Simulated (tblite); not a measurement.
# C3H14OSi3: the cost of one run

Computed with tblite 0.8.0 and PySCF 2.14.0, with density-fitted response routines of our own, on a single molecule, in the gas phase or a continuum. Atoms are numbered from 0 throughout.

### Step 1. Starting geometry

21 atoms, charge 0, multiplicity 1; geometry from: force field or distance geometry start.

Bonds of the start (Å): C0–C1 1.51, C1–Si2 1.87, Si2–C3 1.86, Si2–O4 1.70, O4–Si5 1.71, Si5–Si6 2.24, C0–H7 1.10, C0–H8 1.12, C0–H9 1.11, C1–H10 1.12, C1–H11 1.12, Si2–H12 1.47, C3–H13 1.11, C3–H14 1.12, C3–H15 1.12, Si5–H16 1.47, Si5–H17 1.45, Si6–H18 1.46, Si6–H19 1.45, Si6–H20 1.49.

### Step 2. Optimising the geometry with GFN2-xTB

Job settings and geometry (Å):

```
{"job": {"kind": "relax", "xc": "GFN2-xTB", "basis": "xTB"}, "charge": 0, "multiplicity": 1}
C     -3.014100    -1.110300     0.349000
C     -1.527700    -1.169300     0.608300
Si    -0.750800     0.061000    -0.564000
C     -0.841700     1.792000     0.120400
O      0.829700    -0.444000    -0.911800
Si     1.876100     0.532800     0.021100
Si     3.900600    -0.433800    -0.018800
H     -3.599200    -1.728000     1.044300
H     -3.140600    -1.476800    -0.698800
H     -3.348300    -0.049500     0.341300
H     -1.121700    -2.191100     0.377800
H     -1.333400    -0.917800     1.677400
H     -1.588100     0.040000    -1.769300
H     -1.063200     2.511100    -0.690700
H     -1.642800     1.857000     0.907100
H      0.126000     2.106600     0.579100
H      1.384400     0.647900     1.396700
H      1.911000     1.854500    -0.585800
H      3.759100    -1.876500     0.171200
H      4.503600    -0.137800    -1.308700
H      4.672200     0.148900     1.108400
```

Started as:

```console
OMP_NUM_THREADS=1 python probes_run.py task.json out
```

The driver reads the jobs from task.json and runs them one after another.

Q: Estimate the wall time and peak memory of this first job on 1 thread of Intel Xeon at 2.70GHz, shared host.

About 1.9 s, with a peak of 0.18 GiB.
